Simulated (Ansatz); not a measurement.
# ZnAu, space group Pm-3m: a comparison of functionals at one structure

Program: Ansatz 0.2.0 through its Python package.

Typed at the interpreter:
```pycon
>>> import ansatz as az
>>> from tabulate import tabulate
>>> znau = (
...     az.Lattice.of([3.147, 0.0, 0.0], [0.0, 3.147, 0.0], [0.0, 0.0, 3.147])
...     .atom("Zn", [0.5, 0.5, 0.5])
...     .atom("Au", [0.0, 0.0, 0.0])
... )
>>> calculation = (
...     znau.calculation()
...     .basis(45 * az.Ry)
...     .kpoints(mesh=(10, 10, 10))
...     .occupations("Fermi-Dirac", width=0.1)  # smearing steadies the SCF of a metal
...     .scf(tolerance=1e-09)
...     .stress()
... )
>>> rows = []
>>> for value in ["blyp", "rpbe", "revpbe", "pbesol"]:
...     report = calculation.functional(value).run(threads=1).report
...     rows.append((value, report["free_energy_ev"] / len(report["lattice"]["sites"]), report["n_iterations"], sum(report["stress_gpa"][i][i] for i in range(3)) / 3, report["n_kpoints"]))
...
DeckWarning: output.stress: scf.convergence.dr2_threshold = 1e-9 eV is looser than the 2e-10 eV advised for a printed stress (1e-10 eV for each atom of the cell: 2). What an SCF threshold leaves in a stress goes as its square root, and in the free energy as the threshold itself, and one threshold admits the most on a [...]
>>> print(tabulate(rows, headers=["functional", "F/atom (eV)", "iterations", "P (GPa)", "k-points"], floatfmt=".4f", tablefmt="simple"))
functional      F/atom (eV)    iterations    P (GPa)    k-points
------------  -------------  ------------  ---------  ----------
blyp             -8252.3387             8    13.5751          56
rpbe             -8244.1490             7     8.5817          56
revpbe           -8241.3414             7     7.5184          56
pbesol           -8144.2309             8    -2.5027          56
```

From lowest to highest: PBEsol (-2.5 GPa), revPBE (7.5 GPa), RPBE (8.6 GPa) and BLYP (13.6 GPa). At a fixed cell a lower pressure usually means a smaller equilibrium volume, so PBEsol prefers the smallest cell and BLYP the largest.

Reading the output:
- BLYP can be off by several per cent in the lattices of metals, and by several GPa in the pressure at a fixed cell.
- Pressure is positive in compression.
- Spin-orbit coupling, which matters for elements this heavy, is left out.
- The starting cell is as deposited in a crystallographic database; the results hold for this polymorph, which needn't be the stable one.
- Warnings are shown shortened and without file and line.
- Total energies of different functionals can't be compared; pressures, moments and gaps at this one structure can.
- Wall time of the script: 27 s on 1 thread of Arm Neoverse N1, with other jobs on the host, peak memory 0.41 GiB.
